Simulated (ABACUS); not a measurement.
HfIn4SiO6:

```
Hf In Si O
1.0
     3.23023   -5.57768   -0.02470
     3.23023    5.57768   -0.02470
    -1.49068    0.00000    6.32030
Hf In Si O
1 4 1 6
Direct
  0.10178 0.10178 0.00912
  0.79222 0.48204 0.00818
  0.48204 0.79222 0.00818
  0.54472 0.21983 0.48398
  0.21983 0.54472 0.48398
  0.85433 0.85433 0.44523
  0.83500 0.58822 0.38104
  0.58822 0.83500 0.38104
  0.02899 0.02899 0.29500
  0.97920 0.97920 0.69555
  0.42852 0.14514 0.07435
  0.14514 0.42852 0.07435
```

The cell was built by a generator and needn't be a form met in nature.

Program: ABACUS 3.10.1. Alike in all runs: task single point; level PBE; cell as given; smearing fermi-dirac 0.05 eV. Hardware: 4 MPI ranks on Intel(R) Xeon(R) 6975P-C (Granite Rapids), with other jobs on the host.

Q: Order these runs on this cell by their wall time, lowest first.
A. potentials or basis PseudoDojo NC FR 0.4 PBE standard, DZP LCAO (the cutoffs set its grid); spin SOC, no magnetisation; k mesh 3 × 3 × 2; cutoff (eV) 1361; SCF threshold on the density 1e-07; eigensolver genelpa; mixing share 0.4; symmetry key 0; mesh quality coarse
B. potentials or basis PseudoDojo NC FR 0.4 PBE standard, DZP LCAO (the cutoffs set its grid); spin off; k mesh 3 × 3 × 2; cutoff (eV) 1361; SCF threshold on the density 1e-07; eigensolver genelpa; mixing share 0.7; symmetry key 1; mesh quality coarse
C. potentials or basis PseudoDojo NC SR 0.4.1 PBE standard, plane waves; spin off; k mesh 5 × 5 × 4; cutoff (eV) 1143; SCF threshold on the density 1e-08; eigensolver dav; mixing share 0.7; symmetry key 1; mesh quality not flagged

A: B (24 s), A (74 s), C (250 s).

Caveats: some runs use coarse meshes; the atomic orbitals were generated for these runs and aren't a published set (some runs); there are fewer bands than atomic start orbitals, so a level may be missed at k points of high symmetry (some runs).

Not every run made on this cell is shown here.
